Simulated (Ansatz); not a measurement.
# SnPb2O4: the cost of one run

Method: DFT LDA, scalar-relativistic, plane waves, PAW, in Ansatz 0.2.0.

## 1. Starting point

It takes space group P4_2/mbc (No. 135, tetragonal). Conventional cell: a = 8.802 Å, b = 8.802 Å, c = 6.358 Å, α = 90.00°, β = 90.00°, γ = 90.00°. Sn (site symmetry 222) has 6 O at 2.06 to 2.11 Å in its first shell of neighbours. Pb (site symmetry m) is surrounded by 3 O at 2.21 to 2.32 Å. O (site symmetry m) has 2 Sn at 2.11 Å and 1 Pb at 2.32 Å in its first shell of neighbours. Around O (site symmetry 2) lie 1 Sn at 2.06 Å and 2 Pb at 2.21 Å.

Structure file:

```
Sn Pb O
1.0
     8.80197    0.00000    0.00000
     0.00000    8.80197    0.00000
     0.00000    0.00000    6.35837
Sn Pb O
4 8 16
Direct
  0.00000 0.50000 0.75000
  0.50000 0.00000 0.25000
  0.00000 0.50000 0.25000
  0.50000 0.00000 0.75000
  0.35752 0.66105 0.00000
  0.64248 0.33895 0.00000
  0.14248 0.16105 0.00000
  0.85752 0.83895 0.00000
  0.83895 0.14248 0.50000
  0.16105 0.85752 0.50000
  0.66105 0.64248 0.50000
  0.33895 0.35752 0.50000
  0.37608 0.09606 0.50000
  0.62392 0.90394 0.50000
  0.12392 0.59606 0.50000
  0.87608 0.40394 0.50000
  0.40394 0.12392 0.00000
  0.59606 0.87608 0.00000
  0.09606 0.62392 0.00000
  0.90394 0.37608 0.00000
  0.16528 0.33472 0.75000
  0.83472 0.66528 0.75000
  0.33472 0.83472 0.25000
  0.66528 0.16528 0.25000
  0.33472 0.83472 0.75000
  0.66528 0.16528 0.75000
  0.16528 0.33472 0.25000
  0.83472 0.66528 0.25000
```

Source of the structure: the Materials Project (structure only).

(A quick probe on a coarse mesh, which set the mesh and smearing, is not shown.)

## 3. Full relaxation

input.yaml reads:

```yaml
crystal:
  lattice:
    - [8.80197414, 0.0, 0.0]
    - [0.0, 8.80197414, 0.0]
    - [0.0, 0.0, 6.35837329]
  atoms:
    - { symbol: Sn, position: [0.0, 0.5, 0.75] }
    - { symbol: Sn, position: [0.5, 0.0, 0.25] }
    - { symbol: Sn, position: [0.0, 0.5, 0.25] }
    - { symbol: Sn, position: [0.5, 0.0, 0.75] }
    - { symbol: Pb, position: [0.35752428, 0.6610545, 0.0] }
    - { symbol: Pb, position: [0.64247572, 0.3389455, 0.0] }
    - { symbol: Pb, position: [0.14247572, 0.1610545, 0.0] }
    - { symbol: Pb, position: [0.85752428, 0.8389455, 0.0] }
    - { symbol: Pb, position: [0.8389455, 0.14247572, 0.5] }
    - { symbol: Pb, position: [0.1610545, 0.85752428, 0.5] }
    - { symbol: Pb, position: [0.6610545, 0.64247572, 0.5] }
    - { symbol: Pb, position: [0.3389455, 0.35752428, 0.5] }
    - { symbol: O, position: [0.3760782, 0.09605964, 0.5] }
    - { symbol: O, position: [0.6239218, 0.90394036, 0.5] }
    - { symbol: O, position: [0.1239218, 0.59605964, 0.5] }
    - { symbol: O, position: [0.8760782, 0.40394036, 0.5] }
    - { symbol: O, position: [0.40394036, 0.1239218, 0.0] }
    - { symbol: O, position: [0.59605964, 0.8760782, 0.0] }
    - { symbol: O, position: [0.09605964, 0.6239218, 0.0] }
    - { symbol: O, position: [0.90394036, 0.3760782, 0.0] }
    - { symbol: O, position: [0.1652844, 0.3347156, 0.75] }
    - { symbol: O, position: [0.8347156, 0.6652844, 0.75] }
    - { symbol: O, position: [0.3347156, 0.8347156, 0.25] }
    - { symbol: O, position: [0.6652844, 0.1652844, 0.25] }
    - { symbol: O, position: [0.3347156, 0.8347156, 0.75] }
    - { symbol: O, position: [0.6652844, 0.1652844, 0.75] }
    - { symbol: O, position: [0.1652844, 0.3347156, 0.25] }
    - { symbol: O, position: [0.8347156, 0.6652844, 0.25] }
basis:
  ecutwfc: 420
kpoints:
  mp_grid: { grid: [4, 4, 4] }
hamiltonian:
  xc: lda
scf:
  occupations: { method: gaussian, width: 0.02 }
output:
  forces: true
  stress: true
  eigenvalues: true
relax:
  adjacent_minimum: "off"
  f_tol: 0.005
  max_steps: 80
  cell: { stress_tol: 0.05 }
```

Run with:

```bash
$ ansatz run input.yaml --threads 8 --pin off --max-ram 22528MiB --backend cpu --events-out ev --progress --plain --runs-dir out
```

**Question.** How long does this run take on 8 threads of Intel Xeon 6975P-C (Granite Rapids), shared host, and how much memory does it need?

About 58 s, with a peak of 3.6 GiB.
